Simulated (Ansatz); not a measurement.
# AlFH₄SSi, SMILES [F][AlH][S][SiH3]: a rigid scan of one bond length

Run with Ansatz 0.2.0, Python API.

`scan_alfh4ssi.py`
```python
'''Stretching a bond of AlFH4SSi, the rest held rigid.'''

import logging
import sys

import ansatz as az
from ase import Atoms
import matplotlib.pyplot as plt
import numpy as np

logging.basicConfig(stream=sys.stdout, format='%(levelname)s %(message)s')
log = logging.getLogger('calc')
log.setLevel(logging.INFO)

BASIS_SET = 'def2-SVP'
XC = 'PBE0'
DISPERSION = 'd3bj'

atoms = Atoms(['F', 'Al', 'S', 'Si', 'H', 'H', 'H', 'H'], positions=[
    [1.7394, 1.7859, 1.52],
    [1.3871, 1.0959, -0.1102],
    [1.0707, -1.1408, -0.3165],
    [-0.9407, -0.9785, 0.0112],
    [1.2763, 2.0243, -1.4179],
    [-1.2785, -0.3811, 1.3338],
    [-1.5853, -2.3294, -0.036],
    [-1.5769, -0.1333, -1.0402],
])
system = az.Crystal.molecule_from_ase(atoms)

symbols = [site.symbol for site in system.cartesian_sites]
start = np.array([site.position_ang for site in system.cartesian_sites])
axis = (start[7] - start[3]) / np.linalg.norm(start[7] - start[3])
moving = [7]
lengths, energies = [1.313, 1.372, 1.432, 1.491, 1.551, 1.611, 1.67, 1.76], []
for length in lengths:
    xyz = start.copy()
    xyz[moving] += (length - np.linalg.norm(start[7] - start[3])) * axis
    point = az.Crystal.molecule()
    for symbol, place in zip(symbols, xyz):
        point = point.atom(symbol, place.tolist())
    model = point.calculation()
    model = model.basis(gaussian=BASIS_SET)
    model = model.functional(XC, dispersion=DISPERSION)
    summary = model.run().report
    energies.append(summary['free_energy_ev'])
    log.info(f'r = {length:6.3f} A  E = {energies[-1]:.5f} eV  <S^2> = {abs(summary["mean_field"]["state"]["spin_squared"]):.3f}')

# quartic fit about the minimum
fit = np.polynomial.Polynomial.fit(lengths, np.array(energies) - min(energies), 4).convert()
roots = [r.real for r in fit.deriv().roots() if abs(r.imag) < 1e-9 and fit.deriv(2)(r.real) > 0]
r_e = min(roots, key=lambda r: abs(r - lengths[int(np.argmin(energies))]))
log.info(f'minimum of the fit at {r_e:.4f} A, force constant {fit.deriv(2)(r_e):.2f} eV/A^2')
plt.figure(figsize=(4.5, 3))
plt.plot(lengths, np.array(energies) - min(energies), 'o-')
plt.xlabel('bond length (A)')
plt.ylabel('E - E(min) (eV)')
plt.tight_layout()
plt.savefig('scan.png', dpi=100)
```

Output of `python scan_alfh4ssi.py`:
```text
INFO r =  1.313 A  E = -28071.60861 eV  <S^2> = 0.000
INFO r =  1.372 A  E = -28071.83948 eV  <S^2> = 0.000
INFO r =  1.432 A  E = -28071.96741 eV  <S^2> = 0.000
INFO r =  1.491 A  E = -28072.01117 eV  <S^2> = 0.000
INFO r =  1.551 A  E = -28071.99124 eV  <S^2> = 0.000
INFO r =  1.611 A  E = -28071.92167 eV  <S^2> = 0.000
INFO r =  1.670 A  E = -28071.81687 eV  <S^2> = 0.000
INFO r =  1.760 A  E = -28071.60882 eV  <S^2> = 0.000
INFO minimum of the fit at 1.4999 A, force constant 17.37 eV/A^2
```

What to keep in mind:
- Total energies depend on the basis set; only differences at equal settings carry meaning.
- The rest of the molecule is held rigid at a force-field or estimated start geometry, and the basis set is modest; single-reference methods fail as a bond breaks.
- The orbitals are restricted, so S² is zero by construction.
- Wall time of the script: 10 s on 1 thread of AMD EPYC 9R45 96-Core Processor (Zen 5) (shared host), peak memory 0.28 GiB.
